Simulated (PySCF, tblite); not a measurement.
# C₃H₇NSSi+ (doublet): geometry, infrared bands and EPR parameters

What infrared bands and EPR parameters should C₃H₇NSSi+ (doublet) (`C=C/C=N/[SiH2][SH+]`) show?

Computed with tblite 0.8.0 and PySCF 2.14.0, with density-fitted response routines of our own, on a single molecule in the gas phase. Atoms count from 0, in the outputs and in this text.

## Step 1: Starting geometry

13 atoms, charge 1, multiplicity 2; geometry from: force field or distance geometry start.

Bonds of the start (Å): C0–C1 1.32, C1–C2 1.48, C2–N3 1.27, N3–Si4 1.73, Si4–S5 2.14, C0–H6 1.09, C0–H7 1.09, C1–H8 1.10, C2–H9 1.11, Si4–H10 1.47, Si4–H11 1.48, S5–H12 1.34.

## Step 2: Relaxing the molecule with GFN2-xTB

What the job is given:

```
{"job": {"kind": "relax", "xc": "GFN2-xTB", "basis": "xTB"}, "charge": 1, "multiplicity": 2}
C     -2.611800    -0.678200    -0.622600
C     -1.658200    -0.711700     0.290500
C     -0.412200     0.077500     0.128600
N      0.510700     0.045800     1.005900
Si     1.910700     1.014800     0.710100
S      3.152600    -0.113400    -0.611900
H     -3.523300    -1.260000    -0.494900
H     -2.540100    -0.065200    -1.515000
H     -1.722200    -1.325800     1.196900
H     -0.377600     0.689700    -0.794600
H      2.621400     1.270800     1.972100
H      1.488200     2.271200     0.043300
H      3.157300    -1.215100     0.159500
```

The run is started by

```sh
$ OMP_NUM_THREADS=1 python probes_run.py task.json out
```

This one command runs all jobs of the session in turn.

**Question.** This job is followed by: GFN2-xTB harmonic vibrations, gas phase; UKS B3LYP, pcH-1 on C H N S Si, non-relativistic, mean-field spin-orbit, GIAO. Predict these results of the whole session: strongest single infrared mode (GFN2-xTB); zero-point energy (GFN2-xTB); g(iso) (B3LYP); ⟨S²⟩; largest a(iso) (averaged by class).

As calculated:

```
                                 quantity                 value
strongest single infrared mode (GFN2-xTB)  686 cm⁻¹, 119 km/mol
             zero-point energy (GFN2-xTB)         53.5 kcal/mol
                           g(iso) (B3LYP)               2.01100
                                     ⟨S²⟩    0.760 (exact 0.75)
       largest a(iso) (averaged by class)   1H on H9, 171.9 MHz
```

In words: The optimisation took 123 steps and gained 0.556 eV; among the close pairs (by a distance rule), Si4–S5 changed most, from 2.136 to 2.215 Å. No mode is imaginary among the 33: a minimum at this level. The strongest single mode, at 686 cm⁻¹, is spread over several atoms, H11, H12, H10 among them. GFN2-xTB is a fitted tight-binding method: band positions and strengths are rough. Its intensities can rank the bands wrongly. N3 carries the largest spin population, 0.63 e. The isotropic g lies 8.7 ppt above the free-electron value. These values are for one conformer; the search (at its own cheap level) found 1 more, at 0.86 kcal/mol, and measured spectra average over such forms.
